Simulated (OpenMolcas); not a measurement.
# BH3Br− (SMILES [H][B-]([H])([H])Br) at CISD/pc-0

What is the energy difference between two shapes of BH3Br− at CISD/pc-0? 

The calculation is run with OpenMolcas 26.06.

10 further runs of the same task are left out: 10 set aside as unsound or not needed.

## 1. The structure to begin with

The species is BH3Br− (5 atoms), meant as a singlet with charge -1. As SMILES, `[H][B-]([H])([H])Br`. The shape is that of a GFN2-xTB optimisation.

Bond lengths: B1–Br2 2.028 Å, B1–H3 1.211 Å, B1–H4 1.212 Å, B1–H5 1.211 Å. Angles: Br2–B1–H3 107.5°, Br2–B1–H4 107.6°, Br2–B1–H5 107.8°, H3–B1–H4 111.2°, H3–B1–H5 111.1°, H4–B1–H5 111.3°.

## 2. The energy at CISD/pc-0

job.inp reads:

```
* BBrH3 CISD
>>> EXPORT MOLCAS_PRINT=2
&GATEWAY
Coord
5
angstrom
B       -0.002450       0.001710      -0.185070
Br       0.015160      -0.019850       1.842860
H        1.149500       0.010510      -0.559790
H       -0.585750       1.003800      -0.536400
H       -0.576460      -0.996180      -0.561610
Basis = pc-0
Group = NoSym
&SEWARD
&SCF
Charge = -1
PrOrbitals = 1 2
&MOTRA
Frozen = 10
&GUGA
Electrons = 24
Spin = 1
Inactive = 12
Active = 0
CIAll = 1
&CPF
SDCI
```

The run is started by

```console
$ export MOLCAS_MEM=1860
$ pymolcas job.inp > job.log
```

The program printed:

```text
--- Start Module: gateway ---
[...]
--- Stop Module: gateway /rc=_RC_ALL_IS_WELL_ ---
[...]
      Basis functions           37
[...]
       Convergence after  11 Iterations
[...]
::    Total SCF energy                              -2596.8565753766
[...]
      Total spin, S                                     0.0000000000
[...]
      *** WARNING: Default frozen orbitals is overwritten by user input.
      *** Default values:  15
[...]
--- Start Module: guga ---
[...]
--- Stop Module: guga /rc=_RC_ALL_IS_WELL_ ---
--- Start Module: cpf ---
[...]
      Active orbitals                            0       0
[...]
      Spin quantum number                      0.0
[...]
     FINAL CI ENERGY         -2596.94903788
     FINAL CORRELATION ENERGY   -0.09246250  REFERENCE ENERGY   -2596.85657538
[...]
     REL. CI ENERGY          -2596.94903788
[...]
      Total electronic charge=   44.000000
      Total            charge=   -1.000000
[...]
      Dipole Moment (debye):
      Origin of the operator (angstrom)=    0.0124   -0.0165    1.5247
                   X=  5.4427E-02               Y= -7.2903E-02               Z=  6.6859E+00           Total=  6.6865E+00
      Quadrupole Moment (debye*angstrom):
[...]
--- Stop Module: cpf /rc=_RC_ALL_IS_WELL_ ---
[...]
```

It took 2.1 s on 1 thread of Arm Neoverse V1, shared host; peak memory 0.37 GiB.

## 3. The distorted shape

job.inp reads:

```
* BBrH3 CISD

&gateway
  coord
  5
  angstrom
  B       -0.015428      -0.007770      -0.093504
  Br       0.100820      -0.036192       1.785846
  H        1.150398       0.076505      -0.718969
  H       -0.590982       0.992744      -0.420456
  H       -0.427027      -1.131338      -0.418760
  basis
  pc-0
  group
  NoSym

&seward

&scf
  charge
  -1
  prorbitals
  1 2

&motra
  frozen
  10

&guga
  electrons
  24
  spin
  1
  inactive
  12
  active
  0
  ciall
  1

&cpf
  sdci
```

The run is started by

```console
$ export MOLCAS_MEM=1860
$ pymolcas job.inp > job.log
```

The program printed:

```text
--- Start Module: gateway ---
[...]
--- Stop Module: gateway /rc=_RC_ALL_IS_WELL_ ---
[...]
      Basis functions           37
[...]
       Convergence after  11 Iterations
[...]
::    Total SCF energy                              -2596.8386166773
[...]
      Total spin, S                                     0.0000000000
[...]
      *** WARNING: Default frozen orbitals is overwritten by user input.
      *** Default values:  15
[...]
--- Start Module: guga ---
[...]
--- Stop Module: guga /rc=_RC_ALL_IS_WELL_ ---
--- Start Module: cpf ---
[...]
      Active orbitals                            0       0
[...]
      Spin quantum number                      0.0
[...]
     FINAL CI ENERGY         -2596.93305128
     FINAL CORRELATION ENERGY   -0.09443461  REFERENCE ENERGY   -2596.83861668
[...]
     REL. CI ENERGY          -2596.93305128
[...]
      Total electronic charge=   44.000000
      Total            charge=   -1.000000
[...]
      Dipole Moment (debye):
      Origin of the operator (angstrom)=    0.0852   -0.0323    1.4883
                   X= -3.9408E-02               Y=  7.2763E-03               Z=  6.9758E+00           Total=  6.9759E+00
      Quadrupole Moment (debye*angstrom):
[...]
--- Stop Module: cpf /rc=_RC_ALL_IS_WELL_ ---
[...]
```

Run time: 2.1 s. Hardware: 1 thread of Arm Neoverse V1, shared host; peak memory 0.37 GiB.

## 4. Outcome

At CISD/pc-0, 10 core orbitals frozen:

| quantity | value |
| --- | --- |
| first shape: total energy | -2596.94904 Eh |
| first shape: HOMO energy (Hartree–Fock orbitals) | -2.65 eV |
| first shape: LUMO energy (Hartree–Fock orbitals) | 13.70 eV |
| first shape: HOMO–LUMO gap (to an unbound level, set by the basis) | 16.35 eV |
| first shape: correlation energy (10 core orbitals frozen) | -92.5 mEh |
| distorted shape: total energy | -2596.93305 Eh |
| distorted shape: HOMO energy (Hartree–Fock orbitals) | -2.57 eV |
| distorted shape: LUMO energy (Hartree–Fock orbitals) | 13.44 eV |
| distorted shape: HOMO–LUMO gap (to an unbound level, set by the basis) | 16.01 eV |
| distorted shape: correlation energy (10 core orbitals frozen) | -94.4 mEh |
| energy change with the atoms displaced | 0.435 eV |

**Reading.** With the atoms displaced the energy rises by 0.44 eV (10.0 kcal/mol). The first shape isn't relaxed at this level, so the change isn't measured from a minimum.
